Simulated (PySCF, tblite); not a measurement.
# CH₁₃NSi₄: a rotation path, then NMR shifts on frames, part 2 of 2

tblite 0.8.0 and PySCF 2.14.0. Atoms count from 0.

### 5 Nuclear shieldings: image 3, PBE0/pcSseg-1

The job: settings as JSON, then the geometry in Å.

```
{"job": {"kind": "nmr", "xc": "PBE0", "basis": "pcSseg-1", "pop": false}, "charge": 0, "multiplicity": 1}
Si     2.983800    -0.748300     0.924900
C      1.637400    -0.370100    -0.351200
Si     0.351200     0.906700     0.204200
N     -1.286300     0.323400     0.032500
Si    -2.532100     1.523200     0.251000
Si    -1.644800    -1.332900    -0.376100
H      3.718800     0.475900     1.252100
H      3.927400    -1.725900     0.368800
H      2.399000    -1.308500     2.144700
H      2.115100    -0.008300    -1.260800
H      1.146400    -1.303000    -0.620300
H      0.484500     2.123200    -0.612700
H      0.529700     1.268700     1.618500
H     -3.803800     0.827100     0.420000
H     -2.573900     2.396100    -0.925900
H     -2.210300     2.309400     1.442100
H     -1.183000    -1.618200    -1.739900
H     -0.976700    -2.217000     0.584200
H     -3.092100    -1.512000    -0.302900
```

With the program's defaults for keys left out, this is: GIAO PBE0/pcSseg-1 NMR shielding, non-relativistic, gas phase.

What it wrote:

```text
coarse grid: 16704 points
cycle   1  E = -1257.9373684916  dE =  8.361e-02  |g| = 5.373e-01  |ddm| = 3.865e+00
cycle   2  E = -1257.8652567592  dE =  7.211e-02  |g| = 7.648e-01  |ddm| = 1.101e+00
cycle   3  E = -1257.9977424661  dE = -1.325e-01  |g| = 9.239e-02  |ddm| = 7.761e-01
cycle   4  E = -1257.9994587193  dE = -1.716e-03  |g| = 3.352e-02  |ddm| = 1.140e-01
cycle   5  E = -1257.9997295544  dE = -2.708e-04  |g| = 8.577e-03  |ddm| = 3.581e-02
cycle   6  E = -1257.9997482527  dE = -1.870e-05  |g| = 9.681e-04  |ddm| = 1.065e-02
cycle   7  E = -1257.9997485061  dE = -2.534e-07  |g| = 2.463e-04  |ddm| = 1.576e-03
final grid: 139744 points
cycle   8  E = -1258.0298642820  dE = -1.484e-05  |g| = 5.754e-03  |ddm| = 1.718e-02
cycle   9  E = -1258.0298558880  dE =  8.394e-06  |g| = 8.304e-03  |ddm| = 1.189e-02
cycle  10  E = -1258.0298717209  dE = -1.583e-05  |g| = 7.298e-04  |ddm| = 7.324e-03
cycle  11  E = -1258.0298718191  dE = -9.821e-08  |g| = 2.700e-04  |ddm| = 8.252e-04
cycle  12  E = -1258.0298718364  dE = -1.733e-08  |g| = 3.350e-05  |ddm| = 2.563e-04
cycle  13  E = -1258.0298718367  dE = -2.669e-10  |g| = 1.097e-05  |ddm| = 4.901e-05
converged SCF energy = -1258.0298718367

GIAO shielding tensors (ppm)
atom      isotropic    diamagn.    paramagn.     s11        s22        s33       span
  0 Si     423.075     879.193    -456.118    392.802    411.233    465.190     72.388
  1 C      200.278     261.508     -61.231    187.144    201.728    211.961     24.818
  2 Si     374.952     883.104    -508.152    328.706    369.567    426.582     97.876
  3 N      279.949     333.590     -53.641    269.548    274.062    296.239     26.691
  4 Si     394.874     879.703    -484.829    345.641    365.238    473.744    128.103
  5 Si     397.274     881.249    -483.976    351.791    375.415    464.615    112.824
  6 H       27.826      28.408      -0.582     24.296     25.956     33.225      8.929
  7 H       27.515      27.922      -0.406     23.799     25.194     33.553      9.754
  8 H       27.672      29.014      -1.342     24.076     26.450     32.489      8.413
  9 H       31.409      32.846      -1.436     25.992     28.782     39.454     13.461
 10 H       31.456      35.633      -4.176     25.274     30.091     39.004     13.730
 11 H       26.724      31.666      -4.942     22.680     26.056     31.437      8.757
 12 H       26.904      32.116      -5.212     22.658     26.745     31.308      8.651
 13 H       26.936      29.203      -2.268     23.263     25.713     31.831      8.567
 14 H       26.945      28.940      -1.994     23.102     24.884     32.850      9.748
 15 H       26.981      29.030      -2.049     23.334     25.316     32.293      8.959
 16 H       26.827      30.996      -4.169     23.341     24.929     32.211      8.870
 17 H       26.876      31.447      -4.571     22.962     25.753     31.913      8.951
 18 H       26.960      30.509      -3.549     23.364     25.846     31.671      8.307
```

Wall time 47 s (1 thread of Arm Neoverse N1, shared host); peak memory 0.9 GiB.

Key values: δ C1 -13.4, Si2 -25.8, Si4 -45.7, Si5 -48.1, H11 4.99, H16 4.89 ppm.

### 6 Nuclear shieldings: image 5, PBE0/pcSseg-1

The job: settings as JSON, then the geometry in Å.

```
{"job": {"kind": "nmr", "xc": "PBE0", "basis": "pcSseg-1", "pop": false}, "charge": 0, "multiplicity": 1}
Si     2.555500    -1.048800     0.926800
C      1.782800    -0.070100    -0.500900
Si     0.392100     1.137500    -0.065700
N     -1.164000     0.362200     0.098700
Si    -2.510000     1.447000     0.330800
Si    -1.393800    -1.351800    -0.121100
H      3.189300    -0.128000     1.875200
H      3.590500    -1.937600     0.380900
H      1.587000    -1.874800     1.647500
H      2.576100     0.515900    -0.965600
H      1.433400    -0.762500    -1.265600
H      0.269800     2.143200    -1.136700
H      0.691200     1.828200     1.197000
H     -3.645500     0.659700     0.800800
H     -2.832000     2.105900    -0.939300
H     -2.122100     2.447400     1.324400
H     -0.999900    -1.739500    -1.480300
H     -0.599200    -2.079900     0.867500
H     -2.810900    -1.644600     0.079000
```

With the program's defaults for keys left out, this is: GIAO PBE0/pcSseg-1 NMR shielding, non-relativistic, gas phase.

What it wrote:

```text
coarse grid: 16704 points
cycle   1  E = -1257.9385792383  dE =  8.362e-02  |g| = 5.334e-01  |ddm| = 3.855e+00
cycle   2  E = -1257.8688050407  dE =  6.977e-02  |g| = 7.565e-01  |ddm| = 1.089e+00
cycle   3  E = -1257.9980020869  dE = -1.292e-01  |g| = 9.193e-02  |ddm| = 7.642e-01
cycle   4  E = -1257.9997038739  dE = -1.702e-03  |g| = 3.300e-02  |ddm| = 1.136e-01
cycle   5  E = -1257.9999660087  dE = -2.621e-04  |g| = 8.622e-03  |ddm| = 3.537e-02
cycle   6  E = -1257.9999848829  dE = -1.887e-05  |g| = 9.590e-04  |ddm| = 1.026e-02
cycle   7  E = -1257.9999851452  dE = -2.623e-07  |g| = 2.360e-04  |ddm| = 1.581e-03
final grid: 139744 points
cycle   8  E = -1258.0299975358  dE = -1.798e-05  |g| = 5.850e-03  |ddm| = 2.177e-02
cycle   9  E = -1258.0299886258  dE =  8.910e-06  |g| = 8.532e-03  |ddm| = 1.224e-02
cycle  10  E = -1258.0300052512  dE = -1.663e-05  |g| = 7.280e-04  |ddm| = 7.514e-03
cycle  11  E = -1258.0300053495  dE = -9.834e-08  |g| = 2.723e-04  |ddm| = 8.189e-04
cycle  12  E = -1258.0300053673  dE = -1.777e-08  |g| = 3.626e-05  |ddm| = 2.631e-04
cycle  13  E = -1258.0300053676  dE = -3.229e-10  |g| = 1.180e-05  |ddm| = 5.613e-05
converged SCF energy = -1258.0300053676

GIAO shielding tensors (ppm)
atom      isotropic    diamagn.    paramagn.     s11        s22        s33       span
  0 Si     419.797     879.561    -459.763    392.453    397.929    469.010     76.557
  1 C      198.506     260.304     -61.797    184.579    197.878    213.063     28.484
  2 Si     375.154     882.389    -507.235    329.990    368.193    427.279     97.289
  3 N      278.871     333.276     -54.404    265.373    276.401    294.840     29.466
  4 Si     393.419     879.619    -486.200    344.307    362.242    473.706    129.400
  5 Si     398.503     881.511    -483.008    352.947    372.424    470.138    117.191
  6 H       27.656      28.868      -1.212     24.348     25.542     33.079      8.731
  7 H       27.452      28.272      -0.820     23.802     25.047     33.506      9.704
  8 H       27.347      29.739      -2.392     23.123     27.440     31.478      8.355
  9 H       31.850      31.092       0.758     26.089     28.880     40.581     14.493
 10 H       31.370      34.522      -3.152     26.647     29.250     38.212     11.564
 11 H       26.585      30.983      -4.398     22.308     25.765     31.683      9.375
 12 H       26.797      31.614      -4.817     23.110     25.865     31.415      8.304
 13 H       26.926      29.190      -2.264     23.260     25.681     31.837      8.577
 14 H       26.933      28.784      -1.851     23.086     24.855     32.859      9.772
 15 H       26.949      28.942      -1.993     23.309     25.305     32.232      8.922
 16 H       26.897      31.126      -4.229     23.519     25.053     32.120      8.601
 17 H       26.637      31.803      -5.165     22.148     26.447     31.317      9.169
 18 H       26.977      30.697      -3.720     23.294     25.916     31.722      8.428
```

Run time: 48 s. Hardware: 1 thread of Arm Neoverse N1, shared host; peak memory 0.86 GiB.

This run: δ C1 -11.6, Si2 -26.0, Si4 -44.3, Si5 -49.3, H11 5.13, H17 5.08 ppm.

### 7 Nuclear shieldings: image 8, PBE0/pcSseg-1

The job: settings as JSON, then the geometry in Å.

```
{"job": {"kind": "nmr", "xc": "PBE0", "basis": "pcSseg-1", "pop": false}, "charge": 0, "multiplicity": 1}
Si     2.181800    -0.410500     1.221900
C      1.852800    -0.042100    -0.608500
Si     0.256600     0.920000    -0.960500
N     -1.095900     0.226400    -0.100800
Si    -1.790500     1.031600     1.277800
Si    -1.677700    -1.342400    -0.582400
H      2.242800     0.835100     1.992500
H      3.481400    -1.088800     1.338400
H      1.153400    -1.295300     1.772900
H      2.690200     0.519000    -1.022300
H      1.824400    -0.985400    -1.153400
H     -0.064600     0.884900    -2.394900
H      0.394100     2.308600    -0.514900
H     -3.186900     0.610200     1.389200
H     -1.717800     2.473100     1.046300
H     -1.048300     0.672600     2.492300
H     -0.570400    -2.111900    -1.151700
H     -2.204300    -2.023100     0.599600
H     -2.731100    -1.172700    -1.588600
```

Level: GIAO PBE0/pcSseg-1 NMR shielding, non-relativistic, gas phase.

What it wrote:

```text
coarse grid: 16704 points
cycle   1  E = -1257.9405184130  dE =  8.037e-02  |g| = 5.421e-01  |ddm| = 3.857e+00
cycle   2  E = -1257.8686421774  dE =  7.188e-02  |g| = 7.669e-01  |ddm| = 1.100e+00
cycle   3  E = -1258.0023429780  dE = -1.337e-01  |g| = 9.203e-02  |ddm| = 7.681e-01
cycle   4  E = -1258.0040159961  dE = -1.673e-03  |g| = 3.426e-02  |ddm| = 1.140e-01
cycle   5  E = -1258.0043017923  dE = -2.858e-04  |g| = 8.541e-03  |ddm| = 3.877e-02
cycle   6  E = -1258.0043198179  dE = -1.803e-05  |g| = 9.222e-04  |ddm| = 1.038e-02
cycle   7  E = -1258.0043200742  dE = -2.562e-07  |g| = 2.190e-04  |ddm| = 1.667e-03
final grid: 139744 points
cycle   8  E = -1258.0337893722  dE = -1.924e-05  |g| = 5.730e-03  |ddm| = 2.369e-02
cycle   9  E = -1258.0337811090  dE =  8.263e-06  |g| = 8.236e-03  |ddm| = 1.208e-02
cycle  10  E = -1258.0337969840  dE = -1.587e-05  |g| = 6.748e-04  |ddm| = 7.329e-03
cycle  11  E = -1258.0337970633  dE = -7.927e-08  |g| = 2.813e-04  |ddm| = 7.839e-04
cycle  12  E = -1258.0337970821  dE = -1.880e-08  |g| = 2.542e-05  |ddm| = 2.652e-04
cycle  13  E = -1258.0337970822  dE = -1.487e-10  |g| = 7.074e-06  |ddm| = 4.596e-05
converged SCF energy = -1258.0337970822

GIAO shielding tensors (ppm)
atom      isotropic    diamagn.    paramagn.     s11        s22        s33       span
  0 Si     425.431     880.507    -455.076    403.825    409.104    463.364     59.539
  1 C      194.015     259.909     -65.894    180.960    194.710    206.375     25.415
  2 Si     370.041     882.129    -512.089    316.757    373.648    419.717    102.960
  3 N      279.909     333.538     -53.629    262.739    285.331    291.657     28.918
  4 Si     392.702     880.711    -488.009    342.356    368.949    466.800    124.444
  5 Si     402.386     881.162    -478.776    368.333    373.831    464.994     96.661
  6 H       27.766      30.045      -2.278     24.541     26.007     32.751      8.210
  7 H       27.576      28.888      -1.312     23.880     25.167     33.680      9.800
  8 H       27.743      31.030      -3.287     23.967     27.640     31.620      7.652
  9 H       32.091      30.915       1.175     26.764     28.622     40.887     14.123
 10 H       31.172      33.569      -2.397     26.738     28.855     37.922     11.184
 11 H       26.550      30.546      -3.996     22.373     25.131     32.147      9.774
 12 H       26.834      31.617      -4.783     23.097     25.969     31.436      8.339
 13 H       26.922      29.290      -2.367     23.168     25.234     32.366      9.198
 14 H       26.945      29.906      -2.961     23.508     25.243     32.085      8.577
 15 H       26.820      30.488      -3.669     22.447     26.110     31.902      9.455
 16 H       27.101      31.341      -4.240     22.829     27.114     31.359      8.530
 17 H       27.014      30.315      -3.302     23.700     25.217     32.124      8.423
 18 H       26.965      29.426      -2.461     23.054     24.630     33.210     10.157
```

It took 48 s on 1 thread of Arm Neoverse N1, shared host; peak memory 0.86 GiB.

Key values: δ C1 -7.1, Si2 -20.9, Si4 -43.5, Si5 -53.2, H11 5.17, H15 4.90 ppm.

### 8 Comparing the runs: NMR shifts

Shifts (ppm) of some atoms, chosen among heavy atoms and hydrogens apart, with basis size and wall time:

```tsv
frame	C1	H8	H9	Si2	Si4	Si5	Si0	functions	time
image 0	-9.6	3.93	0.37	-25.5	-46.0	-48.9	-78.6	195	49 s
image 1	-10.1	3.97	0.37	-25.9	-46.0	-48.5	-77.9	195	47 s
image 3	-13.4	4.05	0.31	-25.8	-45.7	-48.1	-73.9	195	47 s
image 5	-11.6	4.37	-0.13	-26.0	-44.3	-49.3	-70.6	195	48 s
image 8	-7.1	3.97	-0.37	-20.9	-43.5	-53.2	-76.3	195	48 s
```

### 9 Outcome

What follows sums up all 2 parts.

| quantity | value |
| --- | --- |
| lowest and highest image | -0.039 and 0.051 eV |
| 13C shifts against TMS (PBE0/pcSseg-1, image 0) | -9.6 ppm |
| 1H shifts against TMS (PBE0/pcSseg-1, image 0) | 4.96, 4.93, 4.84, 4.81, 4.81, 4.78, 4.76, 4.73, 4.19, 3.93, 3.90, 0.40, 0.37 ppm |
| 29Si shifts against TMS (PBE0/pcSseg-1, image 0) | -25.5, -46.0, -48.9, -78.6 ppm |
| 15N shifts against NH3 (PBE0/pcSseg-1, image 0) | -11.7 ppm |
| range of the shift of Si0 | -78.6 to -70.6 ppm |

In words: The band dips 0.9 kcal/mol below its start, so the start is not the lowest point of the turn; from the lowest image the climb to the highest is 2.1 kcal/mol (GFN2-xTB, rough). Shifts at one fixed geometry are not the observed spectrum, which averages over the motion. In the first frame run (image 0): The largest span, 126 ppm, is at Si4, where the paramagnetic term is -485 ppm. Across the 5 runs the shift of Si0 moves most, between -78.6 (image 0) and -70.6 ppm (image 5).
